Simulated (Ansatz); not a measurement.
**BGeHO+ (quartet): the correlation ladder, cc-pVTZ**

The task here is to estimate one member of a computed series from the others.

The runs use Ansatz 0.2.0, Gaussian basis; cc-pVTZ, core rule «outside noble gas», up to 16 orbitals frozen.

To be run: UHF; CCSD(T) on ROHF; CCSD(T) on UHF; BCCD(T) on ROHF; CCSDT(Q) on ROHF; CCSDT(Q) on UHF.

4 further runs of the same task are left out: 4 set aside as unsound or not needed. Runs told in other sessions of the task aren't counted.

### What is computed

The geometry is a PBE0/def2-TZVP stationary point (not a proven minimum) of the parent state, kept for this charge and spin. No spin-orbit coupling is included. The filled d shell of Ge may be among the frozen orbitals whatever the setting's name suggests.

4 atoms, charge 1, spin multiplicity 4.

Atoms are counted from 1 here; the program's logs count them from 0.

Bond lengths: B1–Ge2 2.020 Å, Ge2–O3 1.643 Å, Ge2–H4 1.543 Å. Angles: B1–Ge2–O3 123.0°, B1–Ge2–H4 111.0°, O3–Ge2–H4 126.0°.

The first run:

The input, in.yaml:

```yaml
crystal:
  periodic: [false, false, false]
  atoms:
    - {symbol: B, position_ang: [0.000000, -0.774100, 1.802429]}
    - {symbol: Ge, position_ang: [0.000000, 0.212658, 0.039677]}
    - {symbol: O, position_ang: [0.000000, -0.552059, -1.414527]}
    - {symbol: H, position_ang: [0.000000, 1.740121, 0.261323]}
basis:
  gaussian: {orbitals: cc-pVTZ}
total_charge: 1
magnetization: {spin_polarized: true, initial_magnetization: 3}
hamiltonian: {xc: hf}
output: {orbitals: {seedname: orbitals}}
```

Run with:

```sh
> ansatz run in.yaml --threads 1 --pin off --events-out ev --progress --plain --max-ram 4096MiB --backend cpu
```

Among the steps run: UHF; CCSD(T) on ROHF; CCSD(T) on UHF; BCCD(T) on ROHF; CCSDT(Q) on ROHF; CCSDT(Q) on UHF.

One table of the session follows, with a row left open; its other results are not shown here.

| method | from UCCSDT(Q) (meV) |
| --- | --- |
| ROHF | +9917.4 |
| UHF | +9722.2 |
| RMP2 | +1393.8 |
| UMP2 | +1398.4 |
| RCCSD | +442.6 |
| UCCSD | +436.4 |
| RCCSD(T) | +78.7 |
| UCCSD(T) | ? |
| BCCD(T) | +75.2 |
| RCCSDT | +25.4 |
| UCCSDT | +22.9 |
| RCCSDT(Q) | +6.1 |
| UCCSDT(Q) | 0 |

**Question.** Estimate the row for UCCSD(T).

**Answer.** from UCCSDT(Q) (meV): +77.5. In the column «from UCCSDT(Q) (meV)» it lies between BCCD(T) (+75.2) and RCCSD(T) (+78.7).

Limits of these values: Restricted and unrestricted rows rest on different reference determinants; a gap between their highest levels can come from leftover correlation error, from unlike frozen cores or from another state.
